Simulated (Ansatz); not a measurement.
**CH3ClS2W: basis-set convergence**

An exercise on one series of results from a longer session: the logs are not shown, and one member is left open.

Computed with Ansatz 0.2.0, Gaussian basis. Level: one geometry, several basis sets.

The runs, in order: PBE0-D4/def2-SVP; ωB97M-V/def2-SVP; PBE0-D4/def2-QZVPP; ωB97M-V/def2-QZVPP; the functionals' def2-TZVPP values are taken from earlier runs.

## Structure used throughout

An earlier PBE0-D4 in a triple-zeta def2 set relaxation fixed the geometry. W takes the def2 core potential; no spin-orbit term is included.

SMILES `[CH3][W](=[S])(=[S])[Cl]`, 8 atoms, charge 0, spin multiplicity 1.

Atoms are counted from 1 here; the program's logs count them from 0.

Bond lengths: C1–W2 2.089 Å, C1–H6 1.095 Å, C1–H7 1.091 Å, C1–H8 1.095 Å, W2–S3 2.113 Å, W2–S4 2.113 Å, W2–Cl5 2.250 Å. Angles: W2–C1–H6 108.0°, W2–C1–H7 112.9°, W2–C1–H8 108.0°, H6–C1–H7 108.9°, H6–C1–H8 110.1°, H7–C1–H8 108.9°, C1–W2–S3 104.3°, C1–W2–S4 104.3°, C1–W2–Cl5 110.1°, S3–W2–S4 110.0°, S3–W2–Cl5 113.6°, S4–W2–Cl5 113.6°.

The first run:

The input, in.yaml:

```yaml
crystal:
  periodic: [false, false, false]
  atoms:
    - {symbol: C, position_ang: [-0.908619, -0.200237, 0.648218]}
    - {symbol: W, position_ang: [0.764534, 0.173566, -0.545171]}
    - {symbol: S, position_ang: [2.336113, -0.856614, 0.421181]}
    - {symbol: S, position_ang: [0.311718, -0.759064, -2.386399]}
    - {symbol: Cl, position_ang: [1.112288, 2.389767, -0.718950]}
    - {symbol: H, position_ang: [-0.723334, 0.232167, 1.637416]}
    - {symbol: H, position_ang: [-1.119818, -1.264603, 0.761798]}
    - {symbol: H, position_ang: [-1.772872, 0.285017, 0.181887]}
basis:
  gaussian: {orbitals: def2-SVP}
hamiltonian: {xc: pbe0, dispersion: d4}
output: {orbitals: {seedname: orbitals}}
```

The run is started by

```
ansatz run in.yaml --threads 4 --pin off --events-out ev --progress --plain --max-ram 10444MiB
```

Steps of the session up to this table: PBE0-D4 in def2-SVP; ωB97M-V in def2-SVP; PBE0-D4 in def2-QZVPP; ωB97M-V in def2-QZVPP.

One table of the session follows, with a row left open; its other results are not shown here.

It belongs to the step «Functionals by basis». 

```
functional       basis  HOMO (eV)  LUMO (eV)
   PBE0-D4    def2-SVP      -7.47      -3.24
   PBE0-D4  def2-TZVPP      -7.43      -3.22
   PBE0-D4  def2-QZVPP          ?          ?
   ωB97M-V    def2-SVP      -9.41      -1.17
   ωB97M-V  def2-TZVPP      -9.40      -1.19
   ωB97M-V  def2-QZVPP      -9.42      -1.22
```

Q: Estimate the row for PBE0-D4, def2-QZVPP from the others.

The run gave: HOMO (eV): -7.44; LUMO (eV): -3.24. In the column «HOMO (eV)» it lies between PBE0-D4, def2-SVP (-7.47) and PBE0-D4, def2-TZVPP (-7.43).
